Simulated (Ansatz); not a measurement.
# C6H4Se4: small, medium and large basis sets

How large a basis does C6H4Se4 need? Two functionals are run in growing sets.

Program: Ansatz 0.2.0, Gaussian basis. Level of theory: one geometry, several basis sets. These are calculated values, not measurements.

Levels to be run: PBE0-D4/def2-SVP; ωB97M-V/def2-SVP; PBE0-D4/def2-QZVPP; ωB97M-V/def2-QZVPP; the functionals' def2-TZVPP values are taken from earlier runs.

### 1 Structure used throughout

An earlier PBE0-D4 in a triple-zeta def2 set relaxation fixed the geometry.

SMILES `C1=C[Se]C(=C2[Se]C=C[Se]2)[Se]1`, 14 atoms, charge 0, spin multiplicity 1.

Atoms are counted from 1 here; the program's logs count them from 0.

Bond lengths: C1–C2 1.328 Å, C1–Se10 1.881 Å, C1–H11 1.083 Å, C2–Se3 1.881 Å, C2–H12 1.083 Å, Se3–C4 1.896 Å, C4–C5 1.338 Å, C4–Se10 1.896 Å, C5–Se6 1.896 Å, C5–Se9 1.896 Å, Se6–C7 1.881 Å, C7–C8 1.328 Å, C7–H13 1.083 Å, C8–Se9 1.881 Å, C8–H14 1.083 Å. Angles: C2–C1–Se10 119.4°, C2–C1–H11 123.7°, Se10–C1–H11 116.8°, C1–C2–Se3 119.4°, C1–C2–H12 123.7°, Se3–C2–H12 116.8°, C2–Se3–C4 92.6°, Se3–C4–C5 123.1°, Se3–C4–Se10 113.7°, C5–C4–Se10 123.1°, C4–C5–Se6 123.1°, C4–C5–Se9 123.1°, Se6–C5–Se9 113.8°, C5–Se6–C7 92.6°, Se6–C7–C8 119.4°, Se6–C7–H13 116.8°, C8–C7–H13 123.7°, C7–C8–Se9 119.4° and more.

### 2 PBE0-D4 in def2-SVP

Contents of in.yaml:

```yaml
crystal:
  periodic: [false, false, false]
  atoms:
    - {symbol: C, position_ang: [2.511147, -0.779135, -2.075202]}
    - {symbol: C, position_ang: [3.173040, -0.460483, -0.969104]}
    - {symbol: Se, position_ang: [2.273106, 0.430042, 0.421580]}
    - {symbol: C, position_ang: [0.583779, 0.202455, -0.407684]}
    - {symbol: C, position_ang: [-0.576210, 0.405068, 0.228096]}
    - {symbol: Se, position_ang: [-0.682708, 0.946621, 2.041574]}
    - {symbol: C, position_ang: [-2.514235, 0.532942, 2.147996]}
    - {symbol: C, position_ang: [-3.176091, 0.214047, 1.041955]}
    - {symbol: Se, position_ang: [-2.265436, 0.184541, -0.603272]}
    - {symbol: Se, position_ang: [0.690425, -0.331979, -2.223266]}
    - {symbol: H, position_ang: [2.965334, -1.268311, -2.927568]}
    - {symbol: H, position_ang: [4.226443, -0.661117, -0.820165]}
    - {symbol: H, position_ang: [-2.973780, 0.596388, 3.126205]}
    - {symbol: H, position_ang: [-4.234804, -0.011102, 1.018876]}
basis:
  gaussian: {orbitals: def2-SVP}
hamiltonian: {xc: pbe0, dispersion: d4}
output: {orbitals: {seedname: orbitals}}
```

Started as:

```sh
$ ansatz run in.yaml --threads 4 --pin off --events-out ev --progress --plain --max-ram 46080MiB --backend cpu
```

After this run come: ωB97M-V in def2-SVP; PBE0-D4 in def2-QZVPP; ωB97M-V in def2-QZVPP.

Q: Predict the results of all the runs planned. Wanted: PBE0-D4: double and triple zeta above quadruple; ωB97M-V: double and triple zeta above quadruple.

**Answer**, as computed:

| quantity | value |
| --- | --- |
| PBE0-D4: double and triple zeta above quadruple | 44.69, 5.81 eV |
| ωB97M-V: double and triple zeta above quadruple | 44.57, 5.62 eV |

In words: PBE0-D4 gains 38.88 eV from double to triple zeta, then 5.81 eV more. Total energies overstate the basis error of differences, where much of it tends to cancel.
